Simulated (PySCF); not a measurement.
# CH7NSSn: the cost of one run

Programs: PySCF 2.14.0, with routines of our own; each step states its level. All values are computed. Atoms count from 0.

### 1 The system as given

11 atoms, charge 0, multiplicity 1; geometry from: GFN2-xTB.

### 2 Optimising the geometry at PBE0-D3(BJ)/def2-SVP

What the job is given:

```
{"job": {"xc": "PBE0", "basis": "def2-SVP", "d3": "d3bj", "grid": 1, "maxiter": 30, "shake": 0.01, "kind": "geom"}, "charge": 0, "multiplicity": 1}
C     -2.321130    -0.101390     0.104280
S     -0.917050     0.990530     0.431590
Sn     0.902810    -0.351630    -0.344570
N      2.618590     0.636240     0.237500
H     -2.451820    -0.243050    -0.977160
H     -2.237860    -1.015400     0.619090
H     -3.194530     0.457400     0.482180
H      0.992310    -1.844490     0.439930
H      0.814640    -0.691720    -1.999440
H      3.393510     0.511490    -0.339500
H      2.438640     1.626190     0.370360
```

Started as:

```console
$ OMP_NUM_THREADS=1 python heavy_run.py task.json out
```

This one command runs all jobs of the session in turn.

Q: Estimate the wall time and peak memory of this first job on 1 thread of Arm Neoverse V2, shared host.

About 30 s, with a peak of 0.45 GiB.
